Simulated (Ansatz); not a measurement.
Program: Ansatz.

Input:

```yaml
accuracy: low
crystal:
  lattice:
    - [5.669, 0.0, 0.0]
    - [0.0, 5.682, 0.0]
    - [0.0, 0.0, 20.985]
  atoms:
    - { symbol: Ba, position: [0.0, 0.0, 0.0476531] }
    - { symbol: Ti, position: [0.5, 0.01, 0.142721] }
    - { symbol: O, position: [0.5, 0.99, 0.0476531] }
    - { symbol: O, position: [0.253, 0.237, 0.142721] }
    - { symbol: O, position: [0.747, 0.237, 0.142721] }
    - { symbol: Ba, position: [0.5, 0.5, 0.0476531] }
    - { symbol: Ti, position: [0.0, 0.51, 0.142721] }
    - { symbol: O, position: [0.0, 0.49, 0.0476531] }
    - { symbol: O, position: [0.753, 0.737, 0.142721] }
    - { symbol: O, position: [0.247, 0.737, 0.142721] }
    - { symbol: Ba, position: [0.0, 0.0, 0.2377889] }
    - { symbol: Ti, position: [0.5, 0.01, 0.3328568] }
    - { symbol: O, position: [0.5, 0.99, 0.2377889] }
    - { symbol: O, position: [0.253, 0.237, 0.3328568] }
    - { symbol: O, position: [0.747, 0.237, 0.3328568] }
    - { symbol: Ba, position: [0.5, 0.5, 0.2377889] }
    - { symbol: Ti, position: [0.0, 0.51, 0.3328568] }
    - { symbol: O, position: [0.0, 0.49, 0.2377889] }
    - { symbol: O, position: [0.753, 0.737, 0.3328568] }
    - { symbol: O, position: [0.247, 0.737, 0.3328568] }
    - { symbol: "N", position: [0.1504994, 0.6235443, 0.5722944] }
    - { symbol: "N", position: [0.3466682, 0.5719998, 0.5770597] }
basis:
  ecutwfc: 420.0
kpoints:
  mp_grid: { grid: [2, 2, 1] }
hamiltonian:
  xc: lda
  pseudopotentials: { kind: paw, azcp: { folder: soft_1 } }
scf:
  occupations: { method: fermi_dirac, width: 0.02 }
  lower_state_search: "off"
  max_iter: 77
md:
  timestep: -0.5
  n_steps: 25
  ensemble: nve
  initial_velocities: zero
  seed: 982340
  initial_site_velocities:
    - { site: 20, velocity: [0.0, 0.0, -0.016599] }
    - { site: 21, velocity: [0.0, 0.0, -0.016599] }
  constraints: [{ sites: [0, 2, 5, 7] }]
```

Command:

```bash
$ ansatz run input.yaml --threads 2 --pin off --max-ram 5120MiB --backend cpu --events-out ev --progress --plain --runs-dir out
```

Q: What does the program answer?

A: The input was rejected before any iteration.

```
Error: invalid value for `md.timestep`: must be finite and > 0; got -0.5 fs
```
